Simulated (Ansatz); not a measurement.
# Ge2Sb2Te5: the cost of one run

Computed with Ansatz 0.2.0 (DFT PBE, scalar-relativistic, plane waves, PAW, unless a step's input says otherwise).

3 further runs of the same task are left out: 1 that didn't finish, 2 set aside as unsound or not needed.

### Step 1. The starting structure

The structure is trigonal, space group P-3m1 (No. 164). Conventional cell: a = 4.264 Å, b = 4.264 Å, c = 18.066 Å, α = 90.00°, β = 90.00°, γ = 120.00°. Around Ge (site symmetry 3m) lie 6 Te at 2.84 to 3.32 Å. Sb (site symmetry 3m) has 6 Te at 3.02 to 3.19 Å as nearest neighbours. Around Te (site symmetry -3m) lie 6 Sb at 3.19 Å. Te (site symmetry 3m) has 3 Sb at 3.02 Å and 3 Ge at 3.32 Å as nearest neighbours. Te (site symmetry 3m) is surrounded by 3 Ge at 2.84 Å.

Coordinates:

```cif
data_structure
_symmetry_space_group_name_H-M 'P 1'
_symmetry_Int_Tables_number 1
_cell_length_a 4.2638
_cell_length_b 4.2638
_cell_length_c 18.0657
_cell_angle_alpha 90.000
_cell_angle_beta 90.000
_cell_angle_gamma 120.000
_cell_volume 284.44
loop_
_atom_site_label
_atom_site_type_symbol
_atom_site_fract_x
_atom_site_fract_y
_atom_site_fract_z
_atom_site_occupancy
Ge1 Ge 0.00000 0.00000 0.33208 1
Ge2 Ge 0.00000 0.00000 0.66792 1
Sb1 Sb 0.33333 0.66667 0.11226 1
Sb2 Sb 0.66667 0.33333 0.88774 1
Te1 Te 0.00000 0.00000 0.00000 1
Te2 Te 0.33333 0.66667 0.79107 1
Te3 Te 0.66667 0.33333 0.20893 1
Te4 Te 0.33333 0.66667 0.41040 1
Te5 Te 0.66667 0.33333 0.58960 1
```

It goes back to an entry of the Materials Project, which need not be the stable form.

It is the result of an earlier relaxation at this level (volume 31.60 Å³/atom; gap on the mesh: none (metal)).

### Step 2. The reference: the undisturbed cell on the scan's mesh

Contents of input.yaml:

```yaml
crystal:
  lattice:
    - [4.2638280254, 0.0, 0.0]
    - [-2.1319140127, 3.6925833874, 0.0]
    - [0.0, 0.0, 18.0657398974]
  atoms:
    - { symbol: Ge, position: [0.0, 0.0, 0.3320821742] }
    - { symbol: Ge, position: [0.0, 0.0, 0.6679178258] }
    - { symbol: Sb, position: [0.3333333333, 0.6666666667, 0.1122607363] }
    - { symbol: Sb, position: [0.6666666667, 0.3333333333, 0.8877392637] }
    - { symbol: Te, position: [0.0, 0.0, 0.0] }
    - { symbol: Te, position: [0.3333333333, 0.6666666667, 0.7910702115] }
    - { symbol: Te, position: [0.6666666667, 0.3333333333, 0.2089297885] }
    - { symbol: Te, position: [0.3333333333, 0.6666666667, 0.4104040134] }
    - { symbol: Te, position: [0.6666666667, 0.3333333333, 0.5895959866] }
basis:
  ecutwfc: 420
kpoints:
  mp_grid: { grid: [12, 12, 4] }
hamiltonian:
  xc: pbe
scf:
  occupations: { method: gaussian, width: 0.15 }
output:
  forces: true
  stress: true
  eigenvalues: true
```

Started as:

```bash
> ansatz run input.yaml --threads 2 --pin off --max-ram 5120MiB --backend cpu --events-out ev --progress --plain --runs-dir out
```

Q: Estimate wall time and peak memory on 2 threads of Intel Xeon Platinum 8259CL at 2.50GHz (Skylake/Cascade Lake), shared host.

About 65 s, with a peak of 1.4 GiB.
